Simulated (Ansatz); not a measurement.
A first try at an all-electron equation of state of NbTe, space group P-6m2, using Ansatz's Python interface.

Typed at the interpreter:
```pycon
>>> from dataclasses import dataclass
>>> import ansatz as az
>>> from ase.eos import EquationOfState
>>> from ase.units import GPa
>>> import numpy as np
>>> @dataclass(frozen=True)
... class Options:
...     kspacing: float = 0.2
...     sigma: float = 0.05
...     charge: int = 1
...     max_iterations: int = 65
...
>>> opts = Options()
>>> vectors0 = np.array([
...     [3.702974, 0.0, 0.0],
...     [-1.851487, 3.20687, 0.0],
...     [0.0, 0.0, 3.694211],
... ])
>>> sites = [
...     ('Nb', (0.0, 0.0, 0.5)),
...     ('Te', (2 / 3, 1 / 3, 0.0)),
... ]
>>> def build(cell):
...     crystal = az.Crystal(lattice=az.Lattice.of(cell))
...     for symbol, position in sites:
...         crystal = crystal.atom(symbol, position)
...     return crystal
...
>>> volumes, energies = [], []
>>> for scale in np.linspace(0.92, 1.08, 5):
...     cell = vectors0 * scale ** (1 / 3)
...     base = (
...         build(cell).calculation()
...         .functional(az.Functional.PBE)
...         .kpoints(spacing=opts.kspacing)
...         .occupations(az.OccupationsMethod.FERMI_DIRAC, width=opts.sigma)
...         .charge(opts.charge)
...         .scf(max_iterations=opts.max_iterations)
...         .pseudopotentials('all_electron', lapw=True)
...     )
...     r = base.run(threads=1).report
...     volumes.append(abs(np.linalg.det(cell)) / len(sites))
...     energies.append(r['free_energy_ev'] / len(sites))
...     print(f'{scale:.3f} {volumes[-1]:9.4f} A^3/atom {energies[-1]:16.5f} eV/atom  (estimated basis error {1000 * r["lapw_basis_errors"]["total_ev_per_atom"]:.2f} meV/atom)')
...
0.920   20.1796 A^3/atom    -144424.93712 eV/atom  (estimated basis error 0.08 meV/atom)
0.960   21.0569 A^3/atom    -144424.50384 eV/atom  (estimated basis error 0.09 meV/atom)
1.000   21.9343 A^3/atom    -144424.07330 eV/atom  (estimated basis error 0.09 meV/atom)
1.040   22.8117 A^3/atom    -144423.64812 eV/atom  (estimated basis error 0.09 meV/atom)
1.080   23.6890 A^3/atom    -144423.23037 eV/atom  (estimated basis error 0.09 meV/atom)
>>> v0, e0, bulk = EquationOfState(volumes, energies, eos='birchmurnaghan').fit()
RuntimeWarning: invalid value encountered in power
UserWarning: The minimum volume of your fit is not in your volumes.  You may not have a minimum in your dataset!
>>> print(f'V0 = {v0:.4f} A^3/atom, B0 = {bulk / GPa:.1f} GPa')
V0 = 73.0403 A^3/atom, B0 = -17.7 GPa
```

No error stopped it. What is wrong with the input all the same?

The fault: the net charge is wrong for this system. Mended:

```diff
--- before
+++ after
@@
 class Options:
-    kspacing: float = 0.2
     sigma: float = 0.05
-    charge: int = 1
     max_iterations: int = 65
+    kmesh: tuple[int, ...] = (9, 9, 8)
 
@@
         .functional(az.Functional.PBE)
-        .kpoints(spacing=opts.kspacing)
         .occupations(az.OccupationsMethod.FERMI_DIRAC, width=opts.sigma)
-        .charge(opts.charge)
         .scf(max_iterations=opts.max_iterations)
+        .kpoints(*opts.kmesh)
         .pseudopotentials('all_electron', lapw=True)
```

Typed at the interpreter:
```pycon
[earlier lines as before]
>>> @dataclass(frozen=True)
... class Options:
...     sigma: float = 0.05
...     max_iterations: int = 65
...     kmesh: tuple[int, ...] = (9, 9, 8)
...
>>> opts = Options()
>>> vectors0 = np.array([
...     [3.702974, 0.0, 0.0],
...     [-1.851487, 3.20687, 0.0],
...     [0.0, 0.0, 3.694211],
... ])
>>> sites = [
...     ('Nb', (0.0, 0.0, 0.5)),
...     ('Te', (2 / 3, 1 / 3, 0.0)),
... ]
>>> def build(cell):
...     crystal = az.Crystal(lattice=az.Lattice.of(cell))
...     for symbol, position in sites:
...         crystal = crystal.atom(symbol, position)
...     return crystal
...
>>> volumes, energies = [], []
>>> for scale in np.linspace(0.92, 1.08, 5):
...     cell = vectors0 * scale ** (1 / 3)
...     base = (
...         build(cell).calculation()
...         .functional(az.Functional.PBE)
...         .occupations(az.OccupationsMethod.FERMI_DIRAC, width=opts.sigma)
...         .scf(max_iterations=opts.max_iterations)
...         .kpoints(*opts.kmesh)
...         .pseudopotentials('all_electron', lapw=True)
...     )
...     r = base.run(threads=1).report
...     volumes.append(abs(np.linalg.det(cell)) / len(sites))
...     energies.append(r['free_energy_ev'] / len(sites))
...     print(f'{scale:.3f} {volumes[-1]:9.4f} A^3/atom {energies[-1]:16.5f} eV/atom  (estimated basis error {1000 * r["lapw_basis_errors"]["total_ev_per_atom"]:.2f} meV/atom)')
...
0.920   20.1796 A^3/atom    -144415.12550 eV/atom  (estimated basis error 0.09 meV/atom)
0.960   21.0569 A^3/atom    -144415.16944 eV/atom  (estimated basis error 0.09 meV/atom)
1.000   21.9343 A^3/atom    -144415.18049 eV/atom  (estimated basis error 0.09 meV/atom)
1.040   22.8117 A^3/atom    -144415.16531 eV/atom  (estimated basis error 0.09 meV/atom)
1.080   23.6890 A^3/atom    -144415.12928 eV/atom  (estimated basis error 0.09 meV/atom)
>>> v0, e0, bulk = EquationOfState(volumes, energies, eos='birchmurnaghan').fit()
>>> print(f'V0 = {v0:.4f} A^3/atom, B0 = {bulk / GPa:.1f} GPa')
V0 = 21.8330 A^3/atom, B0 = 121.7 GPa
```

Caveats:
- All-electron totals depend on functional, relativistic treatment and basis; only differences at equal settings carry meaning.
- Shape and fractional positions are held along the curve, so the bulk modulus is an upper value where they are free to relax.
- The mesh is modest for a metal, so energies can be off by several to tens of meV an atom and pressures by half a GPa or more; differences at equal mesh fare better.
- This cell is a computed structure, which may not be the phase found in nature.
- Wall time of the script: 2.6 min on 1 thread of Arm Neoverse V2, on a shared host, peak memory 0.48 GiB.
